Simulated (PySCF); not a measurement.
# C6H15BN2: the cost of one run

Programs: PySCF 2.14.0, with density-fitted response routines of our own. Each step states its level of theory. These are calculated values for one molecule, in the gas phase or a continuum, unless marked as measured. Atoms count from 0, in the outputs and in this text.

### Step 1. The starting structure

24 atoms, charge 0, multiplicity 1; geometry from: GFN2-xTB. The atoms were then displaced at random by about 0.01 Å, so the start is not that level's minimum.

Bonds of the start (Å): C0–C1 1.55, C1–C2 1.52, C1–N3 1.43, N3–B4 1.41, B4–N5 1.40, N3–C6 1.45, C6–C7 1.50, C7–C8 1.50, C8–C6 1.49, C0–H9 1.06, C0–H10 1.08, C0–H11 1.11, C1–H12 1.08, C2–H13 1.10, C2–H14 1.08, C2–H15 1.09, B4–H16 1.18, N5–H17 1.01, N5–H18 0.99, C6–H19 1.11, C7–H20 1.09, C7–H21 1.08, C8–H22 1.12, C8–H23 1.08.

### Step 2. Relaxing the molecule at PBE0-D3(BJ)/def2-SVP

Job settings and geometry (Å):

```
{"job": {"xc": "PBE0", "basis": "def2-SVP", "d3": "d3bj", "grid": 1, "shake": 0.01, "kind": "geom"}, "charge": 0, "multiplicity": 1}
C      2.241240    -0.337740    -0.496360
C      1.153480    -0.143090     0.586160
C      1.614540     0.853230     1.643070
N     -0.093370     0.262420     0.020620
B     -0.317750     1.472080    -0.678200
N     -1.594800     1.909230    -1.061310
C     -1.209370    -0.598860     0.356620
C     -1.152880    -2.052030    -0.003600
C     -2.108320    -1.138920    -0.706040
H      3.136310    -0.709400    -0.060780
H      1.859910    -1.003370    -1.256710
H      2.441230     0.642290    -0.966070
H      0.984090    -1.099900     1.067420
H      2.547740     0.516910     2.108130
H      1.790800     1.820940     1.204740
H      0.885310     0.968980     2.441410
H      0.601150     2.177770    -0.925880
H     -2.440390     1.394250    -0.864220
H     -1.754910     2.749930    -1.558330
H     -1.734030    -0.349650     1.306990
H     -1.591670    -2.771450     0.691670
H     -0.299740    -2.438740    -0.548800
H     -1.851500    -0.880290    -1.765930
H     -3.171350    -1.225010    -0.540360
```

Launch:

```console
OMP_NUM_THREADS=1 python probes_run.py task.json out
```

One launch serves the whole session: the jobs run in the order shown.

Q: Estimate the wall time and peak memory of this first job on 1 thread of Intel Xeon Platinum 8488C, shared host.

About 2.6 min, with a peak of 0.87 GiB.
